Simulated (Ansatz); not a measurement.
Run this with Ansatz's Python interface and show what comes out.

`c2h6bfn2.xyz`
```text
12

C     2.09350    0.23200   -0.08230
C     1.07100   -0.49920    0.37060
F     1.32190   -1.69030    0.97490
B    -0.42050   -0.01920    0.23330
N    -1.53480   -0.97910    0.63060
N    -0.74820    1.20010   -0.62190
H     1.93780    1.19160   -0.56650
H     3.11030   -0.12960    0.03190
H    -1.88430   -1.42340   -0.24780
H    -2.31860   -0.40670    1.01690
H    -1.05980    0.84600   -1.55390
H    -1.56830    1.67780   -0.18580
```

The script, `c2h6bfn2_energy.py`:
```python
"""Electronic structure of the C2H6BFN2 molecule."""

from pathlib import Path

import ansatz as az
import numpy as np

BASIS_SET = "STO-3G"
FUNCTIONAL = "cam_b3lyp"

system = az.Crystal.molecule_from_extxyz("c2h6bfn2.xyz")

model = (
    system.calculation()
    .basis(gaussian=BASIS_SET)
    .functional(FUNCTIONAL)
    .scf(lower_state_search="light")
    .forces()
    .orbitals()
)
print(model.to_yaml())
done = model.run(runs_dir="out")
report = done.report

print(f"E = {report['free_energy_ev']:.6f} eV = {report['free_energy_ev'] / 27.211386246:.7f} Ha")
print("converged:", report["converged"], " doubts:", report["published_state_doubts"] or "none")

state = report["mean_field"]["state"]
print(f"mean field: {state['energy']['hartree']:.7f} Ha, <S^2> = {abs(state['spin_squared']):.4f}, stability: {state.get('stability', {}).get('kind')}")

symbols = [site.symbol for site in system.cartesian_sites]
forces = np.array(report["forces_ev_ang"])
print("largest force", round(float(np.linalg.norm(forces, axis=1).max()), 4), "eV/A, rms", round(float(np.sqrt((forces ** 2).mean())), 4))

charges = report["charge_distribution"]
print("dipole moment", round(4.803205 * float(np.linalg.norm(charges["dipole_moment_e_ang"])), 3), "D")
print("Mulliken:", [(s, round(q, 3)) for s, q in zip(symbols, charges["mulliken_charges_e"])])

lines = Path(report["orbitals_path"]).read_text().splitlines()
field_of = lambda key: [line.split("=")[1].strip() for line in lines if line.startswith(key)]
orbitals = [(27.211386 * float(e), s, float(n)) for e, s, n in zip(field_of("Ene="), field_of("Spin="), field_of("Occup="))]
homo = max(e for e, _, n in orbitals if n > 0.5)
lumo = min(e for e, _, n in orbitals if n < 0.5)
print(f"HOMO {homo:.3f} eV, LUMO {lumo:.3f} eV, gap {lumo - homo:.3f} eV")
```

Output of `python c2h6bfn2_energy.py`:
```text
crystal:
  periodic: [false, false, false]
  atoms:
    - { symbol: C, position_ang: [2.0935, 0.232, -0.0823] }
    - { symbol: C, position_ang: [1.071, -0.4992, 0.3706] }
    - { symbol: F, position_ang: [1.3219, -1.6903, 0.9749] }
    - { symbol: B, position_ang: [-0.4205, -0.0192, 0.2333] }
    - { symbol: "N", position_ang: [-1.5348, -0.9791, 0.6306] }
    - { symbol: "N", position_ang: [-0.7482, 1.2001, -0.6219] }
    - { symbol: H, position_ang: [1.9378, 1.1916, -0.5665] }
    - { symbol: H, position_ang: [3.1103, -0.1296, 0.0319] }
    - { symbol: H, position_ang: [-1.8843, -1.4234, -0.2478] }
    - { symbol: H, position_ang: [-2.3186, -0.4067, 1.0169] }
    - { symbol: H, position_ang: [-1.0598, 0.846, -1.5539] }
    - { symbol: H, position_ang: [-1.5683, 1.6778, -0.1858] }
basis:
  gaussian:
    orbitals: STO-3G
hamiltonian:
  xc: cam_b3lyp
scf:
  lower_state_search: light
output:
  orbitals: {}
  forces: true

E = -8426.054832 eV = -309.6518037 Ha
converged: True  doubts: none
mean field: -309.6518037 Ha, <S^2> = 0.0000, stability: minimum
largest force 2.2285 eV/A, rms 0.7064
dipole moment 2.392 D
Mulliken: [('C', -0.181), ('C', -0.012), ('F', -0.078), ('B', 0.426), ('N', -0.479), ('N', -0.48), ('H', 0.099), ('H', 0.081), ('H', 0.164), ('H', 0.146), ('H', 0.165), ('H', 0.148)]
HOMO -4.856 eV, LUMO 2.297 eV, gap 7.153 eV
```

The settings weren't tested for convergence. The geometry is a force-field or estimated start, not a minimum of this method, and the basis set is short of its limit. Levels such as HOMO and LUMO are orbital energies: with these approximate functionals they aren't the ionisation energy and electron affinity, and their gap isn't the fundamental gap. The whole script took 2.9 s on 1 thread of Arm Neoverse V1 (shared host), peak memory 0.18 GiB.
